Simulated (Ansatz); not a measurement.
The system is Ti3S2.

```
Ti S
1.0
     2.71311    1.56642    3.23762
    -2.71311    1.56642    3.23762
     0.00000   -3.13283    3.23762
Ti S
3 2
Direct
  0.00000 0.33565 0.66434
  0.66434 0.00000 0.33565
  0.33565 0.66434 0.00000
  0.16784 0.16784 0.16784
  0.83216 0.83216 0.83216
```

The cell comes from a database or a generator and needn't be the stable form of this composition.

| Property | Result |
| --- | --- |
| Program | Ansatz 0.2.0 |
| Task | single point |
| Functional | PBEsol |
| Potentials or basis | Ansatz PAW |
| Cutoff | 420 eV (not typed: the program's choice for these potentials) |
| k mesh | 6 × 6 × 6 |
| Occupations | fermi-dirac, width 0.05 eV |
| Spin | no spin polarisation |

On this cell: pressure -4.5 GPa; largest force 0.044 eV/Å; band gap on the k mesh none (metal or under the smearing width).

The same run follows on a disturbed copy (atoms moved at random, drawn with an rms of 0.05 Å):

```xyz
5
Lattice="2.7131 1.5664 3.2376 -2.7131 1.5664 3.2376 0.0000 -3.1328 3.2376" Properties=species:S:1:pos:R:3 pbc="T T T"
Ti   -0.9057   -1.5112    3.2319
Ti    1.7755   -0.0010    3.2474
Ti   -0.8860    1.5538    3.2105
S    -0.1170    0.0187    1.6372
S    -0.0007    0.0316    8.1054
```

What does the disturbed cell give?

The energy (extrapolated to zero smearing) moves by +23.3 meV/atom; pressure -4.1 GPa; largest force 1.310 eV/Å; band gap on the k mesh none (metal or under the smearing width).

Forces in eV/Å, atoms in the order of the input:
```
Ti  -0.392 -0.391  0.290
Ti  -0.109  0.059 -0.380
Ti  -0.419  0.719  0.924
S    1.225 -0.072 -0.456
S   -0.307 -0.314 -0.377
```

Stress tensor (GPa, compression positive):
```
-5.47 -1.37 -0.21
-1.37 -2.61  0.02
-0.21  0.02 -4.26
```

Caveats: the PAW data sets come from PBE, with cores solved anew for the run's functional, which leaves a small shift of forces and pressure.
